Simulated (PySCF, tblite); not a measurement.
# C2H16Si5: geometry, infrared bands and NMR shifts

What infrared bands and NMR shifts should C2H16Si5 (`C[Si@@H]([SiH3])[Si@@H]([SiH3])C[SiH3]`) show?

Programs: tblite 0.8.0 and PySCF 2.14.0, with density-fitted response routines of our own. Each step states its level of theory. These are calculated values for one molecule in the gas phase, unless marked as measured. Atoms count from 0, in the outputs and in this text.

### Step 1. Starting geometry

23 atoms, charge 0, multiplicity 1; geometry from: force field or distance geometry start.

Bonds of the start (Å): C0–Si1 1.86, Si1–Si2 2.26, Si1–Si3 2.22, Si3–Si4 2.21, Si3–C5 1.86, C5–Si6 1.87, C0–H7 1.10, C0–H8 1.11, C0–H9 1.12, Si1–H10 1.47, Si2–H11 1.47, Si2–H12 1.48, Si2–H13 1.45, Si3–H14 1.48, Si4–H15 1.46, Si4–H16 1.46, Si4–H17 1.47, C5–H18 1.09, C5–H19 1.10, Si6–H20 1.46, Si6–H21 1.47, Si6–H22 1.48.

### Step 2. Relaxing the molecule with GFN2-xTB

The job: settings as JSON, then the geometry in Å.

```
{"job": {"kind": "relax", "xc": "GFN2-xTB", "basis": "xTB"}, "charge": 0, "multiplicity": 1}
C      1.967400    -1.095600    -1.643900
Si     1.381200    -0.899400     0.111200
Si     2.846200     0.353400     1.287300
Si    -0.561500     0.157700     0.282200
Si    -0.317000     2.189000    -0.563100
C     -1.990900    -0.782200    -0.445800
Si    -3.392700    -0.622700     0.785000
H      2.297500    -0.125200    -2.055200
H      2.841000    -1.783600    -1.607500
H      1.202000    -1.605000    -2.280900
H      1.332700    -2.228600     0.739800
H      2.268900     0.490200     2.629500
H      2.801200     1.685100     0.636900
H      4.190400    -0.194500     1.272100
H     -0.839500     0.316300     1.728400
H     -1.525500     2.974900    -0.303600
H      0.872100     2.840300    -0.009800
H     -0.178700     2.039600    -2.018300
H     -2.299700    -0.243500    -1.346700
H     -1.774700    -1.849400    -0.584100
H     -4.626900    -1.241800     0.322700
H     -3.602900     0.816000     1.004200
H     -2.895400    -1.164200     2.069600
```

Started as:

```
$ OMP_NUM_THREADS=1 python probes_run.py task.json out
```

One launch serves the whole session: the jobs run in the order shown.

**Question.** This job is followed by: GFN2-xTB harmonic vibrations, gas phase; GIAO PBE0/pcSseg-1 NMR shielding, non-relativistic, gas phase. What will the session give for the following? strongest single infrared mode (GFN2-xTB); zero-point energy (GFN2-xTB); 13C shifts against TMS (PBE0/pcSseg-1); 1H shifts against TMS (PBE0/pcSseg-1, means over atoms taken as alike); 29Si shifts against TMS (PBE0/pcSseg-1).

**Answer**, as computed:

| quantity | value |
| --- | --- |
| strongest single infrared mode (GFN2-xTB) | 779 cm⁻¹, 741 km/mol |
| zero-point energy (GFN2-xTB) | 95.2 kcal/mol |
| 13C shifts against TMS (PBE0/pcSseg-1) | -7.9, -12.7 ppm |
| 1H shifts against TMS (PBE0/pcSseg-1, means over atoms taken as alike) | 4.13, 4.09, 4.02, 3.48, 3.44, 0.25, 0.01, -0.18 ppm |
| 29Si shifts against TMS (PBE0/pcSseg-1) | -71.2, -75.9, -76.2, -114.7, -120.1 ppm |

Relaxing lowered the energy by 0.820 eV in 184 steps; the close pair that moved most is Si1–Si3, from 2.218 to 2.346 Å. All 63 modes are real, so the xTB geometry is a minimum. The strongest single mode, at 779 cm⁻¹, is spread over many atoms; the largest shares are those of H20, H21. GFN2-xTB is a fitted tight-binding method: band positions and strengths are rough. Its intensities can rank the bands wrongly.
